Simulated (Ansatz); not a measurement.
# CH5BClIn: how energies converge with the basis set

How large a basis does CH5BClIn need? Two functionals are run in growing sets.

Program: Ansatz 0.2.0, Gaussian basis. Level of theory: one geometry, several basis sets. These are calculated values, not measurements.

The runs, in order: PBE0-D4/def2-SVP; ωB97M-V/def2-SVP; PBE0-D4/def2-QZVPP; ωB97M-V/def2-QZVPP; the functionals' def2-TZVPP values are taken from earlier runs.

### 1 The geometry

The geometry comes from an earlier relaxation with PBE0-D4 in a triple-zeta def2 set; it is a stationary point, not always the lowest conformer. In takes the def2 core potential; no spin-orbit term is included.

SMILES `C[B](Cl)[InH2]`, 9 atoms, charge 0, spin multiplicity 1.

Atoms are counted from 1 here; the program's logs count them from 0.

Bond lengths: C1–B2 1.555 Å, C1–H5 1.093 Å, C1–H6 1.100 Å, C1–H7 1.093 Å, B2–Cl3 1.768 Å, B2–In4 2.263 Å, In4–H8 1.732 Å, In4–H9 1.732 Å. Angles: B2–C1–H5 114.1°, B2–C1–H6 106.4°, B2–C1–H7 113.0°, H5–C1–H6 107.4°, H5–C1–H7 109.8°, H6–C1–H7 105.6°, C1–B2–Cl3 117.8°, C1–B2–In4 127.3°, Cl3–B2–In4 114.8°, B2–In4–H8 122.6°, B2–In4–H9 122.3°, H8–In4–H9 115.0°.

### 2 PBE0-D4 in def2-SVP

Contents of in.yaml:

```yaml
crystal:
  periodic: [false, false, false]
  atoms:
    - {symbol: C, position_ang: [0.370621, 1.168406, -0.917703]}
    - {symbol: B, position_ang: [0.606961, -0.008541, 0.070137]}
    - {symbol: Cl, position_ang: [2.277782, -0.452953, 0.439284]}
    - {symbol: In, position_ang: [-0.961189, -1.305762, 1.060000]}
    - {symbol: H, position_ang: [1.233698, 1.826598, -1.043148]}
    - {symbol: H, position_ang: [0.159137, 0.713995, -1.897373]}
    - {symbol: H, position_ang: [-0.514047, 1.761466, -0.671374]}
    - {symbol: H, position_ang: [-1.581547, -2.746484, 0.324645]}
    - {symbol: H, position_ang: [-1.591406, -0.956727, 2.635531]}
basis:
  gaussian: {orbitals: def2-SVP}
hamiltonian: {xc: pbe0, dispersion: d4}
output: {orbitals: {seedname: orbitals}}
```

Started as:

```sh
ansatz run in.yaml --threads 2 --pin off --events-out ev --progress --plain --max-ram 20480MiB --backend cpu
```

Further steps of the session: ωB97M-V in def2-SVP; PBE0-D4 in def2-QZVPP; ωB97M-V in def2-QZVPP.

Before running them: what should the planned runs give, taken together? Wanted: PBE0-D4: double and triple zeta above quadruple; ωB97M-V: double and triple zeta above quadruple.

The runs gave:

```
                                       quantity          value
PBE0-D4: double and triple zeta above quadruple  6.92, 0.51 eV
ωB97M-V: double and triple zeta above quadruple  7.01, 0.50 eV
```

**Reading.** PBE0-D4 gains 6.41 eV from double to triple zeta, then 0.51 eV more. These are total energies; as a rule much of such shifts cancels in differences, which this series doesn't test.
